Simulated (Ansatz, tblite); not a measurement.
KCl: GFN1-xTB, run from Python

These are simulated results from tblite 0.8.0, not measurements. The cell began as a measured structure and was relaxed with r2SCAN in plane waves (Ansatz 0.2.0). All runs are without spin polarisation.

Space group Fm-3m (No. 225), cubic; a = 6.290 Å in the conventional setting, 31.10 Å³ an atom. K is surrounded by 6 Cl at 3.14 Å; Cl is surrounded by 6 K at 3.14 Å.

tblite solves periodic systems at the zone centre alone, so the script builds a cluster of 2×2×2 conventional cells (64 atoms), which folds in a coarse mesh of k points.

run.py reads:

```python
import json
from ase import Atoms
from ase.build import make_supercell
from ase.units import Bohr, GPa, Hartree
from tblite.interface import Calculator

atoms = Atoms(['K', 'Cl'],
              cell=[[-0.0, 3.144847, 3.144847], [3.144847, 0.0, 3.144847], [3.144847, 3.144847, 0.0]],
              scaled_positions=[[0.0, -0.0, -0.0], [0.5, 0.5, 0.5]],
              pbc=True)
cluster = make_supercell(atoms, [[-2, 2, 2], [2, -2, 2], [2, 2, -2]])
calc = Calculator('GFN1-xTB', cluster.numbers, cluster.positions / Bohr, lattice=cluster.cell[:] / Bohr, periodic=cluster.pbc)
calc.set('temperature', 0.02 / Hartree)
calc.set('max-iter', 150)
res = calc.singlepoint()
levels = res.get('orbital-energies') * Hartree
nv = round(res.get('orbital-occupations').sum() / 2)
cells = len(cluster) // len(atoms)
out = {'energy_per_cell': res.get('energy') * Hartree / cells, 'homo': levels[nv - 1], 'lumo': levels[nv],
       'stress': (-res.get('virial') * Hartree / cluster.get_volume() / GPa).tolist(), 'charges': res.get('charges')[:len(atoms)].tolist(), 'electrons': 2 * nv / cells}
json.dump(out, open('results.json', 'w'))
for key, value in out.items():
    print(key, value)
```

Command: `python run.py`. It took 3.2 s on 1 thread of Intel(R) Xeon(R) 6975P-C (Granite Rapids) (shared host), peak memory 0.11 GiB.

The log:

```
------------------------------------------------------------
  cycle        total energy    energy error   density error
------------------------------------------------------------
      1     -151.1654565875  -1.5089950E+02   5.7209470E-01
      2     -148.7244642904   2.4409923E+00   3.6410966E-01
      3      313.6176505406   4.6234211E+02   1.3166639E+00
      4     -150.0908587979  -4.6370851E+02   8.7624231E-02
      5     -150.9197459238  -8.2888713E-01   6.2974988E-02
      6     -150.5811213688   3.3862455E-01   7.4966328E-02
      7     -151.6374661315  -1.0563448E+00   2.1732845E-02
      8     -151.7292997451  -9.1833614E-02   1.7601362E-03
      9     -151.7295967824  -2.9703730E-04   1.3186155E-04
     10     -151.7295940625   2.7199779E-06   2.0132332E-04
     11     -151.7296021705  -8.1080304E-06   9.6936112E-06
     12     -151.7296021743  -3.7794905E-09   4.3613402E-06
------------------------------------------------------------

 total:                                   2.700 sec
energy_per_cell -129.02414925275178
homo 1.8839612976486715
lumo 4.951999682197595
stress [[-1.9706770893768053, -2.1215244338256953e-14, -4.589186750395849e-14], [-2.121034692113565e-14, -1.970677089376808, 4.0856821721815655e-14], [-4.5887263429684364e-14, 4.085568022385286e-14, -1.9706770893767502]]
charges [0.6628504183183068, -0.6632181614767689]
electrons 8.0
```

The cycle table is in hartree for the whole cluster, and the lines after it are in eV (the energy for one cell). The printed stress is in GPa and positive in compression, and the pressure is its mean diagonal.

GFN1-xTB gives a gap of 3.07 eV. On the same cell, plane-wave PBE (Ansatz, 8×8×8 k points and the special points) gives a gap of 5.19 eV and r2SCAN a gap of 5.83 eV; on shared hosts these took about 1.1 and 2.6 core-seconds on the 2-atom cell, against 3.2 for the script. Semilocal gaps usually lie below measured ones. xTB was fitted to molecules, so gaps, charges and pressures of solids can be far off, and the gap also depends on the size of the cluster.

The same script was run on cells scaled at fixed shape and fractional coordinates:

```csv
volume (Å³/atom),energy (meV/atom),"pressure (GPa, positive in compression)",gap (eV)
27.37,-36.3,-1.09,3.54
29.24,-20.8,-1.58,3.29
31.10,0.0,-1.97,3.07
32.97,24.8,-2.30,2.87
34.84,52.7,-2.51,2.69
```

The minimum lies beyond the smallest of these volumes.

xTB was fitted mostly to molecules, and a small cluster samples few k points, so gaps, pressures and kinks along a curve can be far from a solid's.
